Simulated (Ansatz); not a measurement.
# InH2(CH2SiH3) (CH₇InSi): geometry, orbitals and charge

Aim: characterise InH2(CH2SiH3) (CH₇InSi) as a singlet: its structure, frontier levels and distribution of charge.

Program: Ansatz 0.2.0, Gaussian basis. Level of theory: RKS PBE0-D4/def2-TZVP. These are calculated values, not measurements.

Levels to be run: relaxation at B3LYP-D4/def2-SVP; a search for the lowest solution at PBE0-D4/def2-SVP; a single point at PBE0-D4/def2-TZVP.

5 further runs of the same task are left out: 5 set aside as unsound or not needed.

### Step 1. Starting geometry

10 atoms, charge 0, spin multiplicity 1.

Atoms are counted from 1 here; the program's logs count them from 0.

Bond lengths: In1–H2 1.748 Å, In1–H3 1.748 Å, In1–C4 2.220 Å, C4–Si5 1.897 Å, C4–H6 1.091 Å, C4–H7 1.091 Å, Si5–H8 1.473 Å, Si5–H9 1.473 Å, Si5–H10 1.470 Å. Angles: H2–In1–H3 110.5°, H2–In1–C4 124.6°, H3–In1–C4 124.8°, In1–C4–Si5 111.5°, In1–C4–H6 107.5°, In1–C4–H7 107.6°, Si5–C4–H6 110.9°, Si5–C4–H7 110.9°, H6–C4–H7 108.4°, C4–Si5–H8 109.5°, C4–Si5–H9 109.5°, C4–Si5–H10 109.8°, H8–Si5–H9 109.5°, H8–Si5–H10 109.3°, H9–Si5–H10 109.3°.

Coordinates:

```tsv
atom	x (Å)	y (Å)	z (Å)
In1	0.9098	1.5288	-0.6623
H2	2.6511	1.6775	-0.6096
H3	0.1605	3.1077	-0.6833
C4	-0.1903	-0.3976	-0.7466
Si5	-0.6351	-1.0205	0.9889
H6	-1.0895	-0.2357	-1.3437
H7	0.4437	-1.1171	-1.2674
H8	0.5979	-1.2216	1.7694
H9	-1.4868	-0.0265	1.6644
H10	-1.3613	-2.2950	0.8904
```

In takes a core potential in the def2 sets. No spin-orbit coupling is included.

The start is a GFN2-xTB geometry.

### Step 2. Relaxation at B3LYP-D4/def2-SVP

in.yaml reads:

```yaml
crystal:
  periodic: [false, false, false]
  atoms:
    - {symbol: In, position_ang: [0.909810, 1.528790, -0.662340]}
    - {symbol: H, position_ang: [2.651100, 1.677540, -0.609640]}
    - {symbol: H, position_ang: [0.160540, 3.107670, -0.683340]}
    - {symbol: C, position_ang: [-0.190280, -0.397590, -0.746630]}
    - {symbol: Si, position_ang: [-0.635090, -1.020460, 0.988910]}
    - {symbol: H, position_ang: [-1.089540, -0.235690, -1.343670]}
    - {symbol: H, position_ang: [0.443670, -1.117080, -1.267450]}
    - {symbol: H, position_ang: [0.597860, -1.221630, 1.769440]}
    - {symbol: H, position_ang: [-1.486800, -0.026500, 1.664360]}
    - {symbol: H, position_ang: [-1.361290, -2.295040, 0.890360]}
basis:
  gaussian: {orbitals: def2-SVP}
hamiltonian: {xc: {name: B3LYP}, dispersion: d4}
scf: {omitted_lower_state_checks: [starts]}
output: {orbitals: {seedname: orbitals}}
relax: {f_tol: 0.02, max_steps: 100}
```

The run is started by

```console
$ ansatz run in.yaml --threads 4 --pin off --events-out ev --progress --plain --max-ram 3916MiB
```

Further steps of the session: Searching for the lowest solution, PBE0-D4/def2-SVP; Single point, PBE0-D4/def2-TZVP.

**Question.** What will the summary of the whole plan be? Wanted: point group; commonest bond, hydrogen aside; HOMO, LUMO at PBE0-D4/def2-TZVP; dipole at B3LYP-D4/def2-SVP.

**Answer**, as computed:

| quantity | value |
| --- | --- |
| point group | Cs |
| commonest bond, hydrogen aside | C–Si, 1 of mean length 1.878 Å |
| HOMO, LUMO at PBE0-D4/def2-TZVP | -7.56, -1.76 eV |
| dipole at B3LYP-D4/def2-SVP | 0.97 D |

The molecule keeps its bonding pattern by the stored test; the atoms moved 0.07 Å (rms). No usable vibrations, so a minimum isn't proven. The HOMO lies nearest to C4 38 %; In1 14 % and the LUMO to In1 49 %; H2, H3 about 16 % each. The point group is read from a loosely relaxed geometry; soft torsions can leave it below the true symmetry.
